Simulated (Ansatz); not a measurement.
# AlH7O3Si2: small, medium and large basis sets

How large a basis does AlH7O3Si2 need? Two functionals are run in growing sets.

The runs use Ansatz 0.2.0, Gaussian basis; one geometry, several basis sets.

The runs, in order: PBE0-D4/def2-SVP; ωB97M-V/def2-SVP; PBE0-D4/def2-QZVPP; ωB97M-V/def2-QZVPP; the functionals' def2-TZVPP values are taken from earlier runs.

### Step 1. The relaxed structure

All runs share one geometry, relaxed beforehand with PBE0-D4 in a triple-zeta def2 set.

13 atoms, charge 0, spin multiplicity 1.

Atoms are counted from 1 here; the program's logs count them from 0.

Bond lengths: O1–Al2 1.684 Å, O1–H7 0.956 Å, Al2–O3 1.669 Å, Al2–O5 1.675 Å, O3–Si4 1.623 Å, Si4–H8 1.487 Å, Si4–H9 1.487 Å, Si4–H10 1.487 Å, O5–Si6 1.625 Å, Si6–H11 1.487 Å, Si6–H12 1.488 Å, Si6–H13 1.487 Å. Angles: Al2–O1–H7 122.4°, O1–Al2–O3 118.6°, O1–Al2–O5 121.1°, O3–Al2–O5 120.3°, Al2–O3–Si4 168.1°, O3–Si4–H8 109.7°, O3–Si4–H9 110.2°, O3–Si4–H10 110.4°, H8–Si4–H9 108.8°, H8–Si4–H10 108.8°, H9–Si4–H10 108.9°, Al2–O5–Si6 161.4°, O5–Si6–H11 109.7°, O5–Si6–H12 110.9°, O5–Si6–H13 109.7°, H11–Si6–H12 108.8°, H11–Si6–H13 108.9°, H12–Si6–H13 108.8°.

### Step 2. PBE0-D4 in def2-SVP

in.yaml reads:

```yaml
crystal:
  periodic: [false, false, false]
  atoms:
    - {symbol: O, position_ang: [1.487619, 1.691729, -1.443258]}
    - {symbol: Al, position_ang: [0.481946, 0.652759, -0.579519]}
    - {symbol: O, position_ang: [1.159354, -0.321349, 0.594210]}
    - {symbol: Si, position_ang: [2.106376, -1.117844, 1.644933]}
    - {symbol: O, position_ang: [-1.164406, 0.590976, -0.883935]}
    - {symbol: Si, position_ang: [-2.732403, 0.172478, -0.797456]}
    - {symbol: H, position_ang: [1.157763, 2.271899, -2.127077]}
    - {symbol: H, position_ang: [1.316284, -2.172526, 2.333076]}
    - {symbol: H, position_ang: [2.644488, -0.179199, 2.665229]}
    - {symbol: H, position_ang: [3.244199, -1.759068, 0.933727]}
    - {symbol: H, position_ang: [-3.190000, -0.330033, -2.119843]}
    - {symbol: H, position_ang: [-2.943120, -0.893000, 0.219216]}
    - {symbol: H, position_ang: [-3.547800, 1.358580, -0.424604]}
basis:
  gaussian: {orbitals: def2-SVP}
hamiltonian: {xc: pbe0, dispersion: d4}
output: {orbitals: {seedname: orbitals}}
```

Run with:

```console
$ ansatz run in.yaml --threads 8 --pin off --events-out ev --progress --plain --max-ram 18278MiB
```

Further steps of the session: ωB97M-V in def2-SVP; PBE0-D4 in def2-QZVPP; ωB97M-V in def2-QZVPP.

Before running them: what should the planned runs give, taken together? Wanted: PBE0-D4: double and triple zeta above quadruple; ωB97M-V: double and triple zeta above quadruple.

As calculated:

| quantity | value |
| --- | --- |
| PBE0-D4: double and triple zeta above quadruple | 17.17, 1.16 eV |
| ωB97M-V: double and triple zeta above quadruple | 17.25, 1.07 eV |

PBE0-D4 gains 16.01 eV from double to triple zeta, then 1.16 eV more. Total energies overstate the basis error of differences, where much of it tends to cancel. The LUMO of ωB97M-V is positive and keeps falling with the basis (1.11 to 0.36 eV): an unbound level that the basis holds in place.
